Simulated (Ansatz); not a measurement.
# Si32H15C3ClO: the cost of one run

Computed with Ansatz 0.2.0 (DFT PBE+D3(BJ), scalar-relativistic, plane waves, PAW, unless a step's input says otherwise).

## 1. Starting point

The structure is triclinic, space group P1 (No. 1). The conventional cell has a = 7.681 Å, b = 7.681 Å, c = 27.648 Å, α = 90.00°, β = 90.00°, γ = 90.00°. Around Si (site symmetry 1) lie 1 O at 1.66 Å. Si (site symmetry 1) has 1 H at 1.50 Å as nearest neighbours. Around Si (site symmetry 1) lie 3 Si at 2.33 to 2.34 Å. Around Si (site symmetry 1) lie 3 Si at 2.33 to 2.39 Å. Around Si (site symmetry 1) lie 4 Si at 2.34 to 2.39 Å. Si (site symmetry 1) has 4 Si at 2.35 to 2.39 Å as nearest neighbours. Only part of the 52 independent sites is listed.

Coordinates:

```cif
data_structure
_symmetry_space_group_name_H-M 'P1'
_symmetry_Int_Tables_number 1
_cell_length_a 7.6806
_cell_length_b 7.6806
_cell_length_c 27.6476
_cell_angle_alpha 90.000
_cell_angle_beta 90.000
_cell_angle_gamma 90.000
_cell_volume 1630.98
loop_
_atom_site_label
_atom_site_type_symbol
_atom_site_symmetry_multiplicity
_atom_site_Wyckoff_symbol
_atom_site_fract_x
_atom_site_fract_y
_atom_site_fract_z
_atom_site_occupancy
Si1 Si 1 a 0.00000 0.11038 0.68231 1
Si2 Si 1 a 0.00000 0.42124 0.68049 1
Si3 Si 1 a 0.50000 0.14102 0.66546 1
Si4 Si 1 a 0.50000 0.43112 0.69033 1
Si5 Si 1 a 0.24331 0.01359 0.63723 1
Si6 Si 1 a 0.25774 0.48793 0.63841 1
Si7 Si 1 a 0.75669 0.01359 0.63723 1
Si8 Si 1 a 0.74226 0.48793 0.63841 1
Si9 Si 1 a 0.24704 0.25588 0.58315 1
Si10 Si 1 a 0.25147 0.74940 0.59267 1
Si11 Si 1 a 0.75296 0.25588 0.58315 1
Si12 Si 1 a 0.74853 0.74940 0.59267 1
Si13 Si 1 a 0.00000 0.24392 0.53451 1
Si14 Si 1 a 0.00000 0.74520 0.54257 1
Si15 Si 1 a 0.50000 0.25461 0.53643 1
Si16 Si 1 a 0.50000 0.75531 0.54191 1
Si17 Si 1 a 0.00000 0.98768 0.48962 1
Si18 Si 1 a 0.00000 0.50065 0.48982 1
Si19 Si 1 a 0.50000 0.00081 0.49013 1
Si20 Si 1 a 0.50000 0.50959 0.49018 1
Si21 Si 1 a 0.25037 0.99778 0.44096 1
Si22 Si 1 a 0.25033 0.50226 0.44101 1
Si23 Si 1 a 0.74963 0.99778 0.44096 1
Si24 Si 1 a 0.74967 0.50226 0.44101 1
Si25 Si 1 a 0.25000 0.25000 0.39212 1
Si26 Si 1 a 0.25000 0.75000 0.39212 1
Si27 Si 1 a 0.75000 0.25000 0.39212 1
Si28 Si 1 a 0.75000 0.75000 0.39212 1
Si29 Si 1 a 0.00000 0.25000 0.34301 1
Si30 Si 1 a 0.00000 0.75000 0.34301 1
Si31 Si 1 a 0.50000 0.25000 0.34301 1
Si32 Si 1 a 0.50000 0.75000 0.34301 1
H1 H 1 a 0.00000 0.34358 0.29585 1
H2 H 1 a 0.00000 0.06283 0.32836 1
H3 H 1 a 0.00000 0.84409 0.29591 1
H4 H 1 a 0.00000 0.56319 0.32800 1
H5 H 1 a 0.50000 0.43691 0.32816 1
H6 H 1 a 0.50000 0.15570 0.29598 1
H7 H 1 a 0.50000 0.93658 0.32783 1
H8 H 1 a 0.50000 0.65569 0.29594 1
O1 O 1 a 0.00000 0.04615 0.73976 1
C1 C 1 a 0.00000 0.86549 0.75245 1
H9 H 1 a 0.88405 0.80122 0.73679 1
H10 H 1 a 0.11595 0.80122 0.73679 1
C2 C 1 a 0.00000 0.84962 0.80732 1
H11 H 1 a 0.88486 0.91644 0.82187 1
H12 H 1 a 0.11514 0.91644 0.82187 1
C3 C 1 a 0.00000 0.66033 0.82333 1
H13 H 1 a 0.00251 0.64788 0.86284 1
H14 H 1 a 0.88657 0.58941 0.80947 1
Cl1 Cl 1 a 0.18903 0.54787 0.80114 1
H15 H 1 a 0.00000 0.48044 0.73215 1
```

## 2. Relaxing the atoms: Si32H15C3ClO slab, no spin

input.yaml reads:

```yaml
crystal:
  lattice:
    - [7.6805938572, 0.0, 0.0]
    - [0.0, 7.6805938572, 0.0]
    - [0.0, 0.0, 27.64765]
  atoms:
    - { symbol: Si, position: [0.0, 0.110379, 0.682305] }
    - { symbol: Si, position: [0.0, 0.421237, 0.680488] }
    - { symbol: Si, position: [0.5, 0.141023, 0.665465] }
    - { symbol: Si, position: [0.5, 0.431116, 0.690333] }
    - { symbol: Si, position: [0.243309, 0.013587, 0.637232] }
    - { symbol: Si, position: [0.257736, 0.487928, 0.63841] }
    - { symbol: Si, position: [0.756691, 0.013587, 0.637232] }
    - { symbol: Si, position: [0.742264, 0.487928, 0.63841] }
    - { symbol: Si, position: [0.247042, 0.255879, 0.583145] }
    - { symbol: Si, position: [0.251469, 0.749397, 0.592668] }
    - { symbol: Si, position: [0.752958, 0.255879, 0.583145] }
    - { symbol: Si, position: [0.748531, 0.749397, 0.592668] }
    - { symbol: Si, position: [0.0, 0.243923, 0.534507] }
    - { symbol: Si, position: [0.0, 0.745197, 0.542568] }
    - { symbol: Si, position: [0.5, 0.254615, 0.536431] }
    - { symbol: Si, position: [0.5, 0.75531, 0.541911] }
    - { symbol: Si, position: [0.0, 0.987682, 0.489619] }
    - { symbol: Si, position: [0.0, 0.500652, 0.489818] }
    - { symbol: Si, position: [0.5, 0.00080896, 0.490134] }
    - { symbol: Si, position: [0.5, 0.509589, 0.490179] }
    - { symbol: Si, position: [0.250368, 0.9977823, 0.440963] }
    - { symbol: Si, position: [0.250328, 0.502265, 0.441006] }
    - { symbol: Si, position: [0.749632, 0.9977823, 0.440963] }
    - { symbol: Si, position: [0.749672, 0.502265, 0.441006] }
    - { symbol: Si, position: [0.25, 0.25, 0.392118] }
    - { symbol: Si, position: [0.25, 0.75, 0.392118] }
    - { symbol: Si, position: [0.75, 0.25, 0.392118] }
    - { symbol: Si, position: [0.75, 0.75, 0.392118] }
    - { symbol: Si, position: [0.0, 0.25, 0.343009] }
    - { symbol: Si, position: [0.0, 0.75, 0.343009] }
    - { symbol: Si, position: [0.5, 0.25, 0.343009] }
    - { symbol: Si, position: [0.5, 0.75, 0.343009] }
    - { symbol: H, position: [0.0, 0.343581, 0.295854] }
    - { symbol: H, position: [0.0, 0.062828, 0.328361] }
    - { symbol: H, position: [0.0, 0.844088, 0.295909] }
    - { symbol: H, position: [0.0, 0.563189, 0.328] }
    - { symbol: H, position: [0.5, 0.436908, 0.328165] }
    - { symbol: H, position: [0.5, 0.155696, 0.295983] }
    - { symbol: H, position: [0.5, 0.93658, 0.327829] }
    - { symbol: H, position: [0.5, 0.65569, 0.295936] }
    - { symbol: O, position: [0.0, 0.046152, 0.739764] }
    - { symbol: C, position: [0.0, 0.865489, 0.752454] }
    - { symbol: H, position: [0.884054, 0.801215, 0.736795] }
    - { symbol: H, position: [0.115946, 0.801215, 0.736795] }
    - { symbol: C, position: [0.0, 0.849623, 0.807324] }
    - { symbol: H, position: [0.88486, 0.916442, 0.82187] }
    - { symbol: H, position: [0.11514, 0.916442, 0.82187] }
    - { symbol: C, position: [0.0, 0.660328, 0.823328] }
    - { symbol: H, position: [0.00250787, 0.64787549, 0.86283633] }
    - { symbol: H, position: [0.88656587, 0.58940731, 0.80946557] }
    - { symbol: Cl, position: [0.18902664, 0.54787309, 0.80114471] }
    - { symbol: H, position: [0.0, 0.48044, 0.732148] }
scf:
  occupations: { method: gaussian, width: 0.03 }
output:
  forces: true
  write_density: true
  write_potential: true
  elf: true
  volumetric_format: npy
hamiltonian:
  xc: pbe
  dispersion: d3bj
efield:
  axis: 3
  dipole_correction: true
kpoints:
  mp_grid: { grid: [4, 4, 1] }
relax:
  f_tol: 0.008
  constraints: [{ sites: [24, 25, 26, 27, 28, 29, 30, 31] }]
```

The run is started by

```sh
$ ansatz run input.yaml --threads 8 --pin off --max-ram 20480MiB --backend cpu --events-out ev --progress --plain --runs-dir out
```

What time and memory should one allow on 8 threads of Arm Neoverse N1, shared host?

About 15 min, with a peak of 8.1 GiB.
